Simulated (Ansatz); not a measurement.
# TiZn, space group Pm-3m: the orbital character of the bands

Program: the Python package of Ansatz (0.2.0).

The script, `fatbands_tizn.py`:
```python
"""Fat bands of TiZn at high-symmetry points."""

from pathlib import Path
import warnings

import ansatz as az
from ase import Atoms
import pandas as pd


def main() -> None:
    warnings.simplefilter("ignore", az.DeckWarning)

    atoms = Atoms(
        ["Ti", "Zn"],
        scaled_positions=[
            (0.5, 0.5, 0.5),
            (0.0, 0.0, 0.0),
        ],
        cell=[
            (3.123748, 0.0, 0.0),
            (0.0, 3.123748, 0.0),
            (0.0, 0.0, 3.123748),
        ],
        pbc=True,
    )
    system = az.Crystal.from_ase(atoms)

    points = {"G": (0.0, 0.0, 0.0), "X": (0.0, 0.5, 0.0), "M": (0.5, 0.5, 0.0), "R": (0.5, 0.5, 0.5)}
    calculation = (
        system.calculation()
        .functional("r2scan")
        .basis(17 * az.Ha, xc_grid=3)
        .kpoints(4, center="monkhorst-pack")
        .occupations("cold")
        .scf(tolerance=1e-05, max_iterations=60)
        .band_structure(list(points.values()), intervals=1)
        .fat_bands()
    )
    out = calculation.run(threads=1, pin="off")
    rep = out.report
    file = Path(out.write_results("results")) / "fatbands.tsv"
    names = file.read_text().splitlines()[0].lstrip("# ").split("\t")
    table = pd.read_csv(file, sep="\t", comment="#", names=names)
    near = table[table.e_minus_ef.abs() < 4]
    for ik, label in enumerate(points):
        print(label)
        for _, row in near[near.ik == ik].iterrows():
            main = row[names[4:]].astype(float).nlargest(2)
            print(f"   band {int(row.band):3d} {row.e_minus_ef:7.3f} eV  " + ", ".join(f"{k} {v:.2f}" for k, v in main.items()))


if __name__ == "__main__":
    main()
```

```console
$ python fatbands_tizn.py
G
   band  10  -0.783 eV  ti0_l2_3D 0.95, zn1_l2_3D 0.04
   band  11  -0.783 eV  ti0_l2_3D 0.95, zn1_l2_3D 0.04
   band  12   2.330 eV  ti0_l2_3D 0.99, zn1_l2_3D 0.01
   band  13   2.330 eV  ti0_l2_3D 0.99, zn1_l2_3D 0.01
   band  14   2.330 eV  ti0_l2_3D 0.99, zn1_l2_3D 0.01
X
   band  11  -0.631 eV  ti0_l2_3D 0.99, ti0_l0_3S 0.00
   band  12   0.628 eV  ti0_l2_3D 0.97, ti0_l0_3S 0.00
   band  13   0.628 eV  ti0_l2_3D 0.97, ti0_l0_3S 0.00
   band  14   2.314 eV  ti0_l2_3D 1.00, ti0_l0_3S 0.00
   band  15   3.316 eV  ti0_l2_3D 0.70, ti0_l0_4S 0.28
M
   band   9  -3.991 eV  ti0_l2_3D 0.54, zn1_l0_4S 0.35
   band  10  -1.066 eV  ti0_l1_3P 0.00, ti0_l0_3S 0.00
   band  11  -1.066 eV  ti0_l1_3P 0.00, ti0_l0_3S 0.00
   band  12  -0.412 eV  ti0_l2_3D 0.82, ti0_l0_4S 0.13
   band  13   1.560 eV  ti0_l2_3D 0.97, zn1_l2_3D 0.02
   band  14   1.560 eV  ti0_l2_3D 0.97, zn1_l2_3D 0.02
   band  15   2.844 eV  ti0_l2_3D 1.00, ti0_l0_3S 0.00
R
   band   9  -2.510 eV  ti0_l2_3D 0.89, ti0_l0_3S 0.00
   band  10  -2.510 eV  ti0_l2_3D 0.89, ti0_l0_3S 0.00
   band  11  -2.510 eV  ti0_l2_3D 0.89, ti0_l0_3S 0.00
   band  12   2.190 eV  zn1_l0_4S 0.99, ti0_l0_3S 0.00
   band  13   2.907 eV  ti0_l2_3D 1.00, ti0_l0_3S 0.00
   band  14   2.907 eV  ti0_l2_3D 1.00, ti0_l0_3S 0.00
```

The settings weren't tested for convergence. The cutoff lies under the one recommended for these potentials. The computed bands are complete only to about 3.5 eV above the Fermi level. Energy and stress may still move on a finer k-point mesh. This cell is a computed structure, which may not be the phase found in nature. Levels are Kohn-Sham eigenvalues on this mesh. Energies are less the Fermi level and bands count from 0. Only the largest channels are printed, equivalent atoms hold more, and in degenerate sets the split between sites is arbitrary; shells that the potentials lack have no channel. The script silences the warnings on its input, which a real study should read. Finished in 1.7 s on 1 thread of Arm Neoverse V2, with other jobs on the host, peak memory 0.39 GiB.

(Lines on the test bed's own set-up are left out of the output.)
